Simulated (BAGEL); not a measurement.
# BSiH4O2F (SMILES O[SiH2]B(O)F) at HF/3-21G (density fitting with qzvpp-jkfit)

Aim: the vertical singlet–triplet gap of BSiH4O2F at HF/3-21G (density fitting with qzvpp-jkfit), from 2 runs. 

The results are computed with BAGEL 1.2.2.

30 further runs of the same task are left out: 30 set aside as unsound or not needed.

## 1. The molecule

The species is BSiH4O2F (9 atoms), meant as a singlet with charge 0. SMILES: `O[SiH2]B(O)F`. The shape is that of a PBE0-D4/def2-TZVP optimisation. This is one conformer, not always the lowest.

Bond lengths: O1–Si2 1.653 Å, Si2–B3 2.035 Å, B3–O4 1.347 Å, B3–F5 1.342 Å, O1–H6 0.958 Å, Si2–H7 1.484 Å, Si2–H8 1.493 Å, O4–H9 0.965 Å. Some angles: O1–Si2–B3 110.9°, Si2–B3–O4 121.6°, Si2–B3–F5 119.7°, O4–B3–F5 118.7°, O1–Si2–H7 106.4°, O1–Si2–H8 111.4°, B3–Si2–H7 111.6°, B3–Si2–H8 108.7°, Si2–O1–H6 117.1°, B3–O4–H9 113.7°.

## 2. The energy at HF/3-21G (density fitting with qzvpp-jkfit)

hf.json reads:

```json
{ "bagel" : [

{
  "title" : "molecule",
  "basis" : "3-21g",
  "df_basis" : "qzvpp-jkfit",
  "angstrom" : true,
  "geometry" : [
    { "atom" : "O", "xyz" : [    1.152500,    0.650100,    1.703000 ] },
    { "atom" : "Si", "xyz" : [    0.837600,   -0.439800,    0.500200 ] },
    { "atom" : "B", "xyz" : [   -0.701500,    0.194000,   -0.670900 ] },
    { "atom" : "O", "xyz" : [   -0.968000,   -0.381600,   -1.859000 ] },
    { "atom" : "F", "xyz" : [   -1.488500,    1.196900,   -0.250400 ] },
    { "atom" : "H", "xyz" : [    0.401000,    1.098100,    2.092900 ] },
    { "atom" : "H", "xyz" : [    2.093300,   -0.579800,   -0.278100 ] },
    { "atom" : "H", "xyz" : [    0.493300,   -1.781600,    1.056300 ] },
    { "atom" : "H", "xyz" : [   -1.731300,   -0.002600,   -2.311100 ] }
  ]
},
{ "title" : "hf" },
{ "title" : "print", "file" : "orbitals.molden", "orbitals" : true }

]}
```

On the command line:

```
$ BAGEL_NUM_THREADS=1 BAGEL hf.json > hf.out
```

The program printed:

```text
* using 1 threads per process

  ===============================================================
  ===============================================================

  *** Geometry ***

  { "atom" : "O", "xyz" : [      2.177909,      1.228511,      3.218204 ] },
  { "atom" : "Si", "xyz" : [      1.582835,     -0.831102,      0.945241 ] },
  { "atom" : "B", "xyz" : [     -1.325643,      0.366607,     -1.267817 ] },
  { "atom" : "O", "xyz" : [     -1.829255,     -0.721119,     -3.513001 ] },
  { "atom" : "F", "xyz" : [     -2.812857,      2.261813,     -0.473187 ] },
  { "atom" : "H", "xyz" : [      0.757780,      2.075108,      3.955008 ] },
  { "atom" : "H", "xyz" : [      3.955764,     -1.095663,     -0.525533 ] },
  { "atom" : "H", "xyz" : [      0.932202,     -3.366736,      1.996118 ] },
  { "atom" : "H", "xyz" : [     -3.271683,     -0.004913,     -4.367346 ] },

  Number of auxiliary basis functions:      506

  Since a DF basis is specified, we compute 2- and 3-index integrals:
    o Being stored without compression. Storage requirement is 0.013 GB

  Number of basis functions:       57
  Number of electrons      :       48

    * METHOD: MOLECULE                             0.16

  *** RHF ***

  === Nuclear Repulsion ===
   215.3565290372

      * DIIS with orbital gradients will be used.

  === RHF iteration (3-21g) ===
      0       -561.97248273          0.03138057           0.05
      1       -562.13824972          0.01853238           0.07
      2       -562.20708840          0.00144641           0.07
      3       -562.20806403          0.00037533           0.06
      4       -562.20810482          0.00010186           0.06
      5       -562.20811016          0.00001707           0.05
      6       -562.20811036          0.00000448           0.04
      7       -562.20811037          0.00000123           0.05
      8       -562.20811037          0.00000054           0.04
      9       -562.20811037          0.00000014           0.04
     10       -562.20811037          0.00000004           0.06
     11       -562.20811037          0.00000001           0.06
     12       -562.20811037          0.00000001           0.05
    * SCF iteration converged.

    * Permanent dipole moment:
           (    1.123150,    -0.147191,     0.472101) a.u.

    * METHOD: HF                                   0.84

    * METHOD: PRINT                                0.00

  ===============================================================
```

Run time: 1.4 s. Hardware: 1 thread of Intel Xeon 6975P-C (Granite Rapids), shared host; peak memory 0.09 GiB.

## 3. The triplet

hf.json reads:

```json
{ "bagel": [

{
  "title": "molecule",
  "basis": "3-21g",
  "df_basis": "qzvpp-jkfit",
  "angstrom": true,
  "geometry": [
    { "atom": "O", "xyz": [       1.152500,       0.650100,       1.703000 ] },
    { "atom": "Si", "xyz": [       0.837600,      -0.439800,       0.500200 ] },
    { "atom": "B", "xyz": [      -0.701500,       0.194000,      -0.670900 ] },
    { "atom": "O", "xyz": [      -0.968000,      -0.381600,      -1.859000 ] },
    { "atom": "F", "xyz": [      -1.488500,       1.196900,      -0.250400 ] },
    { "atom": "H", "xyz": [       0.401000,       1.098100,       2.092900 ] },
    { "atom": "H", "xyz": [       2.093300,      -0.579800,      -0.278100 ] },
    { "atom": "H", "xyz": [       0.493300,      -1.781600,       1.056300 ] },
    { "atom": "H", "xyz": [      -1.731300,      -0.002600,      -2.311100 ] }
  ]
},

{
  "title": "uhf",
  "nopen": 2
},

{
  "title": "print",
  "file": "orbitals.molden",
  "orbitals": true
}

]}
```

On the command line:

```
$ BAGEL_NUM_THREADS=1 BAGEL hf.json > hf.out
```

The program printed:

```text
* using 1 threads per process

  ===============================================================
  ===============================================================

  *** Geometry ***

  { "atom" : "O", "xyz" : [      2.177909,      1.228511,      3.218204 ] },
  { "atom" : "Si", "xyz" : [      1.582835,     -0.831102,      0.945241 ] },
  { "atom" : "B", "xyz" : [     -1.325643,      0.366607,     -1.267817 ] },
  { "atom" : "O", "xyz" : [     -1.829255,     -0.721119,     -3.513001 ] },
  { "atom" : "F", "xyz" : [     -2.812857,      2.261813,     -0.473187 ] },
  { "atom" : "H", "xyz" : [      0.757780,      2.075108,      3.955008 ] },
  { "atom" : "H", "xyz" : [      3.955764,     -1.095663,     -0.525533 ] },
  { "atom" : "H", "xyz" : [      0.932202,     -3.366736,      1.996118 ] },
  { "atom" : "H", "xyz" : [     -3.271683,     -0.004913,     -4.367346 ] },

  Number of auxiliary basis functions:      506

  Since a DF basis is specified, we compute 2- and 3-index integrals:
    o Being stored without compression. Storage requirement is 0.013 GB

  Number of basis functions:       57
  Number of electrons      :       48

    * METHOD: MOLECULE                             0.14

  *** Open-shell HF ***

  === Nuclear Repulsion ===
   215.3565290372

      * DIIS with orbital gradients will be used.

  === UHF iteration (3-21g) ===
      0       -561.66015449          0.06152409           0.07
      1       -561.82036180          0.04511908           0.07
      2       -561.89228747          0.03156640           0.07
      3       -561.95283675          0.00312309           0.07
      4       -561.96041299          0.00232348           0.07
      5       -561.96861856          0.00161086           0.07
      6       -561.97540231          0.00085093           0.06
      7       -561.97647273          0.00060061           0.07
      8       -561.97714007          0.00029088           0.07
      9       -561.97719861          0.00016934           0.08
     10       -561.97723014          0.00010770           0.07
     11       -561.97724187          0.00005298           0.06
     12       -561.97724503          0.00002573           0.08
     13       -561.97724580          0.00001412           0.10
     14       -561.97724602          0.00000776           0.08
     15       -561.97724609          0.00000360           0.10
     16       -561.97724611          0.00000212           0.07
     17       -561.97724611          0.00000142           0.06
     18       -561.97724611          0.00000081           0.06
     19       -561.97724612          0.00000053           0.06
     20       -561.97724612          0.00000036           0.06
     21       -561.97724612          0.00000023           0.07
     22       -561.97724612          0.00000013           0.07
     23       -561.97724612          0.00000009           0.09
     24       -561.97724612          0.00000005           0.07
     25       -561.97724612          0.00000003           0.07
     26       -561.97724612          0.00000002           0.08
     27       -561.97724612          0.00000001           0.07
     28       -561.97724612          0.00000001           0.07
    * SCF iteration converged.

    * S^2 (UHF) is 2.0132

    * Permanent dipole moment:
           (    0.143768,     0.186994,    -0.494324) a.u.

    * METHOD: UHF                                  2.20

    * METHOD: PRINT                                0.00

  ===============================================================
```

It took 2.7 s on 1 thread of Intel Xeon 6975P-C (Granite Rapids), shared host; peak memory 0.09 GiB.

## 4. Results

Level: HF/3-21G (density fitting with qzvpp-jkfit).

| quantity | value |
| --- | --- |
| singlet: total energy | -562.20811 Eh |
| singlet: dipole moment | 3.12 D |
| singlet: HOMO energy | -11.33 eV |
| singlet: LUMO energy | 3.55 eV |
| singlet: HOMO–LUMO gap | 14.88 eV |
| triplet: total energy | -561.97725 Eh |
| triplet: dipole moment | 1.39 D |
| triplet: ⟨S²⟩ | 2.013 |
| vertical energy of the triplet above the singlet | 6.282 eV |

**Reading.** At this shape the triplet lies 6.28 eV (145 kcal/mol) above the singlet.
